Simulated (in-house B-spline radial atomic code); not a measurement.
**Pd⁶⁺: ionisation energy by several methods**

The task here is to estimate one member of a computed series from the others.

The numbers are computed with in-house B-spline radial atomic code version 1 (scalar-relativistic (X2C), several functionals, spin-polarised, exact exchange averaged over the configuration; spherical all-electron atom at the radial basis limit), except any that are marked as measured or tabulated.

## Starting point

| Quantity | Value |
| --- | --- |
| element | palladium (Z = 46) |
| charge | +6 |
| electrons | 40 |
| configuration | [Kr] 4d4 |
| nucleus | Fermi, rms radius 4.532 fm |

Outer shells as boxes (Hund's rule):

[Kr] 4d4
```
[Kr] core
4d [↑ ][↑ ][↑ ][↑ ][  ]
```

Where spins are not typed, each open shell is filled with up spins first.

The first run:

Input settings:

```ini
Z = 46
electrons = 40.0
configuration = [Kr] 4d4
hamiltonian = x2c
method = lc_wpbe
spin_polarised = True
nucleus = fermi
rms_radius = 4.5318
mass_number = 106
atomic_mass = 105.903480287
speed_of_light = 137.035999084
exact_exchange = averaged over the configuration
```

On the command line:

```
> python run_scf.py task.json out
```

The settings of every run stand in task.json; they run in order.

Among the steps run: LC-ωPBE, a range-separated hybrid; BHandHLYP, a global hybrid; TPSSh, a global hybrid; r2SCAN0, a global hybrid; ωB97X, a range-separated hybrid; CAM-B3LYP, a range-separated hybrid.

One table of the session follows, with a row left open; its other results are not shown here.

```
   method  ΔSCF (eV)
BHandHLYP     102.53
    TPSSh     102.68
  r2SCAN0     103.04
  LC-ωPBE     102.68
    ωB97X     102.33
CAM-B3LYP          ?
```

**Question.** Estimate the row for CAM-B3LYP.

As computed: ΔSCF (eV): 102.56. In the column «ΔSCF (eV)» it lies between BHandHLYP (102.53) and TPSSh (102.68).
